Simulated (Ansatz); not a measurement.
# CrH2S2 (Cr(SH)2): the cost of one run

Computed with Ansatz 0.2.0, Gaussian basis. Level: CASSCF and SC-NEVPT2 in def2-TZVP.

2 further runs of the same task are left out: 1 for a known fault of the program, 1 that didn't finish.

## (1) The geometry

The quintet was relaxed beforehand with PBE-D4/def2-TZVP.

5 atoms, charge 0, spin multiplicity 5.

Atoms are counted from 1 here; the program's logs count them from 0.

Bond lengths: Cr1–S2 2.254 Å, Cr1–S4 2.255 Å, S2–H3 1.359 Å, S4–H5 1.359 Å. Angles: S2–Cr1–S4 179.8°, Cr1–S2–H3 95.0°, Cr1–S4–H5 95.0°.

Formally the metal is d4. No spin-orbit coupling is included.

## (2) The run

States asked for, with equal weights: 5 quintets, 12 triplets, 6 singlets.

File in.yaml:

```yaml
crystal:
  periodic: [false, false, false]
  atoms:
    - {symbol: Cr, position_ang: [0.002884, 0.000973, -0.000851]}
    - {symbol: S, position_ang: [-0.069841, 0.034685, 2.252174]}
    - {symbol: H, position_ang: [1.191336, 0.517817, 2.403654]}
    - {symbol: S, position_ang: [0.068137, -0.033700, -2.254179]}
    - {symbol: H, position_ang: [-1.192516, -0.519765, -2.400798]}
basis:
  gaussian: {orbitals: def2-TZVP}
magnetization: {spin_polarized: false, initial_magnetization: 4}
hamiltonian: {xc: hf}
correlation: {method: sc_nevpt2, active_space: {window: {electrons: 4, orbitals: 5}, shells: [{species: Cr, l: d, shell: 3}], states: [{multiplicity: 5, weights: [1, 1, 1, 1, 1]}, {multiplicity: 3, weights: [1, 1, 1, 1, 1, 1, 1, 1, 1, 1, 1, 1]}, {multiplicity: 1, weights: [1, 1, 1, 1, 1, 1]}]}}
scf: {omitted_lower_state_checks: [starts]}
```

Launch:

```sh
$ ansatz run in.yaml --threads 4 --pin off --events-out ev --progress --plain --max-ram 3916MiB
```

**Question.** How long does this run take on 4 threads of Arm Neoverse V1, shared host, and how much memory does it need?

About 40 s, with a peak of 0.57 GiB.
